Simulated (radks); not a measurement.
# Mo inside a hard spherical wall

An exercise on one series of results from a longer session: the logs are not shown, and one member is left open.

Program: radks (a radial shooting solver on a logarithmic mesh, Libxc functionals) version 1. Level of theory: scalar-relativistic Kohn-Sham, PBE, spin-polarised, spherical densities, finite nucleus; open shells are filled with parallel spins first. These are calculated values, not measurements, unless marked.

## What is computed

* element: molybdenum (Z = 42)
* charge: 0
* electrons: 42
* configuration: [Kr] 4d5 5s1
* nuclear rms radius: 4.4091 fm

Outer shells as boxes (Hund's rule):

Mo
```
[Kr] core
4d [↑ ][↑ ][↑ ][↑ ][↑ ]
5s [↑ ]
```

The first run:

The run's settings:

```text
Z 42
configuration [Kr] 4d5 5s1 5p0 6s0 4f0
relativity scalar-relativistic
functional pbe,pbe
spin polarised
nucleus finite rms 4.4091 fm
c 137.035999084
```

Steps of the session up to this table: The free atom; Wall at 20 bohr; Wall at 15 bohr; Wall at 8 bohr; Wall at 7 bohr; Wall at 4 bohr; Wall at 2.5 bohr.

One table of the session follows, with a row left open; its other results are not shown here.

```
R (bohr)  E − E(free) (eV)  ε(4d) (eV)  ε(5p, empty) (eV)
    free             0.000      -4.571             -1.300
      20             0.000      -4.571             -1.300
      15                 ?           ?                  ?
       8             0.129      -4.350             -0.609
       7             0.386      -4.064              0.060
       4            13.022       1.774             13.661
     2.5            131.92      26.968             81.488
```

Estimate the missing values for R (bohr) = 15.

Worked estimate for «E − E(free) (eV)». A straight line through the neighbours (20, 0.000) and (8, 0.129) gives 0.000 + (0.129 − 0.000) × (15 − 20) / (8 − 20) = 0.054; a parabola fitted to 3 rows on both sides gives -0.609.

As computed: E − E(free) (eV): 0.000; ε(4d) (eV): -4.570; ε(5p, empty) (eV): -1.293. In «E − E(free) (eV)» the line misses by +0.054 and the parabola by -0.609. Between these rows the values bend or scatter more than so simple an estimate can follow.

From R = 4 bohr inwards the highest occupied level lies above zero, pushed up by confinement. Shells are not refilled when levels cross, and a hard wall is a model, not a crystal.
